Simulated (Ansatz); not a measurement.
**F₂H₃NOSi: basis-set convergence**

One table from this session's results is given with a row withheld; the runs are named, their logs left out.

Program: Ansatz 0.2.0, Gaussian basis. Level of theory: one geometry, several basis sets. These are calculated values, not measurements.

Levels to be run: PBE0-D4/def2-SVP; ωB97M-V/def2-SVP; PBE0-D4/def2-QZVPP; ωB97M-V/def2-QZVPP; the functionals' def2-TZVPP values are taken from earlier runs.

## The relaxed structure

An earlier PBE0-D4 in a triple-zeta def2 set relaxation fixed the geometry.

SMILES `N[Si](O)(F)F`, 8 atoms, charge 0, spin multiplicity 1.

Atoms are counted from 1 here; the program's logs count them from 0.

Bond lengths: N1–Si2 1.686 Å, N1–H6 1.006 Å, N1–H7 1.006 Å, Si2–O3 1.619 Å, Si2–F4 1.581 Å, Si2–F5 1.584 Å, O3–H8 0.958 Å. Angles: Si2–N1–H6 121.2°, Si2–N1–H7 120.5°, H6–N1–H7 111.9°, N1–Si2–O3 112.4°, N1–Si2–F4 115.5°, N1–Si2–F5 106.2°, O3–Si2–F4 104.1°, O3–Si2–F5 112.9°, F4–Si2–F5 105.9°, Si2–O3–H8 117.2°.

The first run:

Contents of in.yaml:

```yaml
crystal:
  periodic: [false, false, false]
  atoms:
    - {symbol: N, position_ang: [-0.442338, 1.046823, 0.335441]}
    - {symbol: Si, position_ang: [0.149747, -0.326185, -0.442813]}
    - {symbol: O, position_ang: [0.387314, -1.558925, 0.578905]}
    - {symbol: F, position_ang: [-0.787632, -0.930366, -1.563318]}
    - {symbol: F, position_ang: [1.475467, 0.124103, -1.183053]}
    - {symbol: H, position_ang: [-1.266006, 1.005442, 0.911870]}
    - {symbol: H, position_ang: [-0.311688, 1.959356, -0.068315]}
    - {symbol: H, position_ang: [0.887338, -1.377247, 1.375484]}
basis:
  gaussian: {orbitals: def2-SVP}
hamiltonian: {xc: pbe0, dispersion: d4}
output: {orbitals: {seedname: orbitals}}
```

Among the steps run: PBE0-D4 in def2-SVP; ωB97M-V in def2-SVP; PBE0-D4 in def2-QZVPP; ωB97M-V in def2-QZVPP.

One of the session's tables, all rows but one given; the rest of the session is left out.

It belongs to the step «Functionals by basis». 

```
functional       basis  HOMO (eV)  LUMO (eV)
   PBE0-D4    def2-SVP      -8.13       1.06
   PBE0-D4  def2-TZVPP      -8.37       0.43
   PBE0-D4  def2-QZVPP      -8.43       0.05
   ωB97M-V    def2-SVP     -10.55       2.70
   ωB97M-V  def2-TZVPP          ?          ?
   ωB97M-V  def2-QZVPP     -10.87       1.29
```

Estimate the missing values for ωB97M-V, def2-TZVPP.

As computed: HOMO (eV): -10.81; LUMO (eV): 1.87. In the column «HOMO (eV)» it lies between ωB97M-V, def2-QZVPP (-10.87) and ωB97M-V, def2-SVP (-10.55).
